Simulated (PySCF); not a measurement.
# The bond of PbF−, level by level

One job finds the state of PbF−, follows it along the bond with each method and fits the curves.

Program: PySCF 2.14.0. Level of theory: Pb aug-cc-pVDZ-PP with ECP60, F aug-cc-pVDZ, scalar-relativistic core potentials. These are calculated values, not measurements.

1 further run of the same task is left out (it didn't finish).

### 1 The job

Settings of the job:

| Item | Value |
| --- | --- |
| atoms | Pb, F |
| charge | -1 |
| basis | Pb aug-cc-pVDZ-PP with ECP60, F aug-cc-pVDZ |
| Hamiltonian | scalar-relativistic core potentials |
| basis functions | 55 |
| electrons treated | 32 |
| masses in u | 207.9766, 18.9984 |
| levels | PBE0, PBE, r²SCAN, PBEsol, MN15, r²SCAN0, HF, MP2, SCS-MP2 |
| grid | 80 radial by 434 angular points |
| occupations | held fixed by the projection of orbital angular momentum |
| dissociation limit | Pb + F−, each in its ground configuration |
| starting distance in angstrom | 2.110 |
| values of 2S to try | 0, 2 |

The run is started by

```
$ OMP_NUM_THREADS=1 python dia.py task.json out
```

After this run come: First curve: PBE0; Other states along the same grid; PBE (GGA); r²SCAN; PBEsol (GGA); MN15 (hybrid meta-GGA); r²SCAN0 (hybrid meta-GGA); UHF (mean field).

**Question.** What will these runs give? Wanted: for each run, Re; ωe; De; μ.

**Answer**, as computed:

Lowest PBE0 solution found, without spin–orbit coupling: ³Σ⁻ (triplet), unpaired electrons π ↑↑. State 2 has its PBE0 minimum 0.24 eV higher, as a spin-mixed determinant (⟨S²⟩ = 1.00), so this is no gap between pure states. State 3 has its PBE0 minimum 0.83 eV higher. State 4 has its PBE0 minimum 1.35 eV higher. The other levels ran on the lowest alone.

```
      level  Re (Å)  ωe (cm⁻¹)  De (eV)  μ (D)
        UHF   2.169        400     2.23  -3.52
    UHF-MP2   2.181        399     2.37    n/a
UHF-SCS-MP2   2.188        393     2.30    n/a
        PBE   2.205        383     2.52  -3.11
     PBEsol   2.178        403     2.70  -2.92
     r²SCAN   2.178        403     2.64  -3.08
       PBE0   2.178        401     2.49  -3.22
    r²SCAN0   2.164        412     2.57  -3.22
       MN15   2.177        402     2.50  -3.44
```

De is counted to Pb + F− in their ground configurations. A positive dipole points from Pb to F; in an ion it is taken about the centre of mass and does not tell which atom is negative.

What this shows: The methods spread over 0.041 Å in bond length, from r²SCAN0 to PBE. Of the levels with a De here, UHF gives the least (2.23 eV) and PBEsol the most (2.70 eV).

Correlated steps freeze 5 core orbitals. Spin–orbit coupling is left out, which matters for elements this heavy, above all for dissociation energies. With some functionals the highest level of the anion is positive, from self-interaction error or because the anion is truly unbound there; the finite basis then holds the extra electron, and no neutral molecule was run to test the binding. With spin–orbit coupling the term label itself may not hold.
